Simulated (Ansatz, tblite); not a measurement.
# WO2Cl2 (WCl₂O₂): charged states by level of theory

Aim: the energy of removing an electron for WO2Cl2 (WCl₂O₂), by energy differences, and how well orbital energies stand in for it.

The runs use Ansatz 0.2.0, Gaussian basis; as each input shows.

Plan: charge +1 doublet, at the geometry of the singlet (PBE0-D4/def2-TZVP, PBE-D4/def2-TZVP, r2SCAN-D4/def2-TZVP); the starting singlet's energies come from earlier runs.

### 1 The geometry

The geometry is that of the singlet, from an earlier relaxation (r2SCAN-D4/def2-SVP).

5 atoms, charge 0, spin multiplicity 1.

Atoms are counted from 1 here; the program's logs count them from 0.

Bond lengths: W1–O2 1.704 Å, W1–O3 1.704 Å, W1–Cl4 2.273 Å, W1–Cl5 2.273 Å. Angles: O2–W1–O3 106.0°, O2–W1–Cl4 108.9°, O2–W1–Cl5 108.9°, O3–W1–Cl4 108.9°, O3–W1–Cl5 108.9°, Cl4–W1–Cl5 115.0°.

Formally the metal is d0. W takes a core potential in the def2 sets. No spin-orbit coupling is included.

### 2 Charge +1 doublet at the fixed geometry, first pass, PBE0-D4/def2-SVP

in.yaml reads:

```yaml
crystal:
  periodic: [false, false, false]
  atoms:
    - {symbol: W, position_ang: [0.064417, -0.000189, 0.045012]}
    - {symbol: O, position_ang: [0.125453, -0.014716, 1.747866]}
    - {symbol: O, position_ang: [1.684586, 0.006719, -0.482873]}
    - {symbol: Cl, position_ang: [-0.940518, 1.921111, -0.638721]}
    - {symbol: Cl, position_ang: [-0.933948, -1.912935, -0.671284]}
basis:
  gaussian: {orbitals: def2-SVP}
total_charge: 1
magnetization: {spin_polarized: true, initial_magnetization: 1}
hamiltonian: {xc: pbe0, dispersion: d4}
output: {orbitals: {seedname: orbitals}}
```

On the command line:

```console
$ ansatz run in.yaml --threads 4 --pin off --events-out ev --progress --plain --max-ram 3916MiB
```

What it wrote:

```text
Functional definition: PBE0
  name "PBE0"
  cite "Adamo & Barone, J. Chem. Phys. 110, 6158 (1999) doi:10.1063/1.478522"
  cite "Perdew, Burke & Ernzerhof, Phys. Rev. Lett. 77, 3865 (1996) doi:10.1103/PhysRevLett.77.3865"
  parent pbe
  parameter a = 0.25
  parameter kappa = 0.804
  parameter beta = 0.06672455060314922
  exchange = (1 - a)*pbe_x(kappa = kappa, mu = beta*pi^2/3) + a*exact_x
  correlation = pbe_c(beta = beta)
885 factors; integrals over basis functions are off by at most 8.9e-4 eV
mean field evaluation 1: about -30911.4435 eV, gradient 7.6e1 eV
mean field evaluation 2: about -30575.4935 eV, gradient 2.4e2 eV
mean field evaluation 4: about -30932.7108 eV, gradient 1.7e1 eV
mean field evaluation 8: about -30934.4550 eV, gradient 1.1e0 eV
mean field evaluation 16: about -30934.5480 eV, gradient 3.9e0 eV
mean field evaluation 32: about -30935.0298 eV, gradient 2.8e-5 eV
mean field -30935.02976059 eV, -1136.8413751853 hartree, gradient 2.8e-5 eV, S^2 0.805402; 6 other end points of the search recorded, 0 dependent functions left out
reference -30935.02980659 eV, -1136.8413768758 hartree; 32, 31 occupied and 64, 65 virtual orbitals, 885 factors
Total energy: -30935.17273454 eV, -1136.8466293811 hartree
```

It took 5 s on 4 threads of Arm Neoverse V2, shared host.

Report: HOMO -15.73 eV, LUMO -13.63 eV (over both spins); ⟨S²⟩ 0.805 (pure: 0.75).

### 3 Charge +1 doublet at the fixed geometry, PBE0-D4/def2-TZVP

start.molden holds the orbitals of an earlier run on this state, given as this run's starting guess.

in.yaml: that of step 2 with these lines changed.

```diff
@@ -9,3 +9,3 @@
 basis:
-  gaussian: {orbitals: def2-SVP}
+  gaussian: {orbitals: def2-TZVP, initial_orbitals: start.molden}
 total_charge: 1
@@ -13,2 +13,3 @@
 hamiltonian: {xc: pbe0, dispersion: d4}
+scf: {omitted_lower_state_checks: [starts]}
 output: {orbitals: {seedname: orbitals}}
```

Launched as before.

What it wrote:

```text
Functional definition: PBE0
  name "PBE0"
  cite "Adamo & Barone, J. Chem. Phys. 110, 6158 (1999) doi:10.1063/1.478522"
  cite "Perdew, Burke & Ernzerhof, Phys. Rev. Lett. 77, 3865 (1996) doi:10.1103/PhysRevLett.77.3865"
  parent pbe
  parameter a = 0.25
  parameter kappa = 0.804
  parameter beta = 0.06672455060314922
  exchange = (1 - a)*pbe_x(kappa = kappa, mu = beta*pi^2/3) + a*exact_x
  correlation = pbe_c(beta = beta)
these checks for a lower state are left out or cut short: starts
1238 factors; their error is unknown
mean field evaluation 1: about -30945.5074 eV, gradient 1.4e2 eV
mean field evaluation 2: about -30949.2092 eV, gradient 4.1e0 eV
mean field evaluation 4: about -30949.3815 eV, gradient 1.5e-1 eV
mean field evaluation 8: about -30949.3818 eV, gradient 2.5e-5 eV
mean field -30949.38176734 eV, -1137.3688017055 hartree, gradient 2.5e-5 eV, S^2 0.804304; 0 other end points of the search recorded, 0 dependent functions left out
reference -30949.38179637 eV, -1137.3688027723 hartree; 32, 31 occupied and 144, 145 virtual orbitals, 1238 factors
Total energy: -30949.52472432 eV, -1137.3740552776 hartree
Checks for a lower state left out: starts
```

Run time: 4.1 s. Hardware: 4 threads of Arm Neoverse V2, shared host; peak memory 0.59 GiB.

HOMO -15.58 eV, LUMO -13.38 eV (over both spins); ⟨S²⟩ 0.804 (pure: 0.75).

### 4 Charge +1 doublet at the fixed geometry, PBE-D4/def2-TZVP

in.yaml: that of step 3 with these lines changed.

```diff
@@ -12,3 +12,3 @@
 magnetization: {spin_polarized: true, initial_magnetization: 1}
-hamiltonian: {xc: pbe0, dispersion: d4}
+hamiltonian: {xc: pbe, dispersion: d4}
 scf: {omitted_lower_state_checks: [starts]}
```

The command is unchanged.

What it wrote:

```text
Functional definition: PBE
  name "PBE"
  cite "Perdew, Burke & Ernzerhof, Phys. Rev. Lett. 77, 3865 (1996) doi:10.1103/PhysRevLett.77.3865"
  parent pbe
  parameter kappa = 0.804
  parameter beta = 0.06672455060314922
  exchange = pbe_x(kappa = kappa, mu = beta*pi^2/3)
  correlation = pbe_c(beta = beta)
these checks for a lower state are left out or cut short: starts
1138 factors; their error is unknown
mean field evaluation 1: about -30949.8033 eV, gradient 1.0e1 eV
mean field evaluation 2: about -30950.0794 eV, gradient 7.4e-1 eV
mean field evaluation 4: about -30950.1374 eV, gradient 3.1e-2 eV
mean field evaluation 8: about -30950.1282 eV, gradient 2.5e-5 eV
mean field evaluation 16: about -30950.1282 eV, gradient 5.6e-6 eV
mean field -30950.12823782 eV, -1137.3962339896 hartree, gradient 5.6e-6 eV, S^2 0.759850; 0 other end points of the search recorded, 0 dependent functions left out
reference -30950.12827657 eV, -1137.3962354135 hartree; 32, 31 occupied and 144, 145 virtual orbitals, 1138 factors
Total energy: -30950.29435982 eV, -1137.4023388606 hartree
Checks for a lower state left out: starts
```

It took 6.5 s on 4 threads of Arm Neoverse V2, shared host.

From the report: HOMO -14.37 eV, LUMO -14.26 eV (over both spins); ⟨S²⟩ 0.760 (pure: 0.75).

### 5 Charge +1 doublet at the fixed geometry, r2SCAN-D4/def2-TZVP

in.yaml: that of step 4 with these lines changed.

```diff
@@ -12,3 +12,3 @@
 magnetization: {spin_polarized: true, initial_magnetization: 1}
-hamiltonian: {xc: pbe, dispersion: d4}
+hamiltonian: {xc: r2scan, dispersion: d4}
 scf: {omitted_lower_state_checks: [starts]}
```

The command is unchanged.

What it wrote:

```text
Functional definition: r2SCAN
  name "r2SCAN"
  cite "Furness, Kaplan, Ning, Perdew & Sun, J. Phys. Chem. Lett. 11, 8208 (2020) doi:10.1021/acs.jpclett.0c02405"
  cite "Furness, Kaplan, Ning, Perdew & Sun, J. Phys. Chem. Lett. 11, 9248 (2020) doi:10.1021/acs.jpclett.0c03077"
  parent r2scan
  parameter k0 = 0.174
  parameter k1 = 0.065
  parameter a1 = 4.9479
  exchange = r2scan_x(k0 = k0, k1 = k1, a1 = a1)
  correlation = r2scan_c
these checks for a lower state are left out or cut short: starts
1138 factors; their error is unknown
mean field evaluation 1: about -30960.2654 eV, gradient 6.9e0 eV
mean field evaluation 2: about -30960.3528 eV, gradient 2.8e-1 eV
mean field evaluation 4: about -30960.3618 eV, gradient 1.1e-3 eV
mean field evaluation 8: about -30960.3534 eV, gradient 1.8e-5 eV
mean field -30960.35339150 eV, -1137.7720014563 hartree, gradient 1.1e-5 eV, S^2 0.780747; 0 other end points of the search recorded, 0 dependent functions left out
reference -30960.35340335 eV, -1137.7720018918 hartree; 32, 31 occupied and 144, 145 virtual orbitals, 1138 factors
Total energy: -30960.39030511 eV, -1137.7733580065 hartree
Checks for a lower state left out: starts
```

Run time: 7.5 s. Hardware: 4 threads of Arm Neoverse V2, shared host.

HOMO -14.65 eV, LUMO -14.26 eV (over both spins); ⟨S²⟩ 0.781 (pure: 0.75).

### 6 Vertical ionisation energy

Charged state less starting state, singlet to doublet; the starting state's energies are those of its earlier runs.

| level | vertical ionisation energy (eV) | time |
| --- | --- | --- |
| PBE-D4/def2-TZVP | +11.27 | 8 s |
| r2SCAN-D4/def2-TZVP | +11.45 | 10 s |
| PBE0-D4/def2-TZVP | +11.59 | 5.9 s |

Times add the two runs; a level without a time comes out of a correlated run.

Beside −ε(HOMO) of the starting state:

| level | −ε(HOMO) (eV) | by difference (eV) | mismatch (eV) |
| --- | --- | --- | --- |
| PBE-D4/def2-TZVP | 8.10 | 11.27 | -3.16 |
| r2SCAN-D4/def2-TZVP | 8.50 | 11.45 | -2.95 |
| PBE0-D4/def2-TZVP | 9.73 | 11.59 | -1.86 |

### 7 Results

| quantity | value |
| --- | --- |
| vertical ionisation energy, functionals in def2-TZVP | 11.27 (PBE-D4) to 11.59 eV (PBE0-D4) |

The vertical ionisation energy spans 11.27 to 11.59 eV over the functionals. −ε(HOMO) misses the level's own difference by -1.86 eV at best (PBE0-D4) and -3.16 eV at worst (PBE-D4). The charged states' spins were chosen beforehand and needn't be their lowest.
